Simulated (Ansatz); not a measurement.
# Si4Ge3: the cost of one run

Program: Ansatz 0.2.0. Level of theory: DFT PBE, scalar-relativistic, plane waves, PAW, unless a step names another level. These are calculated values, not measurements.

1 further run of the same task is left out (it didn't finish).

## Step 1: The structure to begin with

The structure is trigonal, space group R-3 (No. 148). The conventional cell has a = 10.440 Å, b = 10.440 Å, c = 9.673 Å, α = 90.00°, β = 90.00°, γ = 120.00°. Around Si (site symmetry 1) lie 2 Si at 2.36 to 2.38 Å and 2 Ge at 2.42 Å. Around Si (site symmetry 3) lie 4 Si at 2.38 Å. Around Ge (site symmetry 1) lie 2 Si at 2.42 Å and 2 Ge at 2.48 Å.

As a file:

```
Si Ge
1.0
     5.22024    3.01391    3.22449
    -5.22024    3.01391    3.22449
     0.00000   -6.02782    3.22449
Si Ge
8 6
Direct
  0.15358 0.01881 0.44062
  0.84642 0.98119 0.55938
  0.44062 0.15358 0.01881
  0.55938 0.84642 0.98119
  0.01881 0.44062 0.15358
  0.98119 0.55938 0.84642
  0.87673 0.87673 0.87673
  0.12327 0.12327 0.12327
  0.73813 0.30271 0.59507
  0.26187 0.69729 0.40493
  0.40493 0.26187 0.69729
  0.59507 0.73813 0.30271
  0.69729 0.40493 0.26187
  0.30271 0.59507 0.73813
```

It came out lowest among 31 distinct ends of the trial cells. At a tolerance of 0.02 Å it has space group R-3 (No. 148).

## Step 2: Kick test: the unmoved cell on a coarse mesh

File input.yaml:

```yaml
crystal:
  lattice:
    - [5.2202411356, 3.0139076249, 3.224490583]
    - [-5.2202411356, 3.0139076249, 3.224490583]
    - [0.0, -6.0278152498, 3.224490583]
  atoms:
    - { symbol: Si, position: [0.1535798768, 0.0188124132, 0.4406245929] }
    - { symbol: Si, position: [0.8464201232, 0.9811875868, 0.5593754071] }
    - { symbol: Si, position: [0.4406245929, 0.1535798768, 0.0188124132] }
    - { symbol: Si, position: [0.5593754071, 0.8464201232, 0.9811875868] }
    - { symbol: Si, position: [0.0188124132, 0.4406245929, 0.1535798768] }
    - { symbol: Si, position: [0.9811875868, 0.5593754071, 0.8464201232] }
    - { symbol: Si, position: [0.8767267958, 0.8767267958, 0.8767267958] }
    - { symbol: Si, position: [0.1232732042, 0.1232732042, 0.1232732042] }
    - { symbol: Ge, position: [0.7381326429, 0.302705602, 0.5950661665] }
    - { symbol: Ge, position: [0.2618673571, 0.697294398, 0.4049338335] }
    - { symbol: Ge, position: [0.4049338335, 0.2618673571, 0.697294398] }
    - { symbol: Ge, position: [0.5950661665, 0.7381326429, 0.302705602] }
    - { symbol: Ge, position: [0.697294398, 0.4049338335, 0.2618673571] }
    - { symbol: Ge, position: [0.302705602, 0.5950661665, 0.7381326429] }
basis:
  ecutwfc: 420
kpoints:
  mp_grid: { grid: [3, 3, 3] }
hamiltonian:
  xc: pbe
scf:
  occupations: { method: gaussian, width: 0.1 }
  lower_state_search: "off"
output:
  forces: true
  stress: true
  eigenvalues: true
```

Started as:

```
$ ansatz run input.yaml --threads 1 --pin off --max-ram 2560MiB --backend cpu --events-out ev --progress --plain --runs-dir out
```

What time and memory should one allow on 1 thread of Intel Xeon Platinum 8259CL at 2.50GHz (Skylake/Cascade Lake), shared host?

About 8.9 s, with a peak of 0.6 GiB.
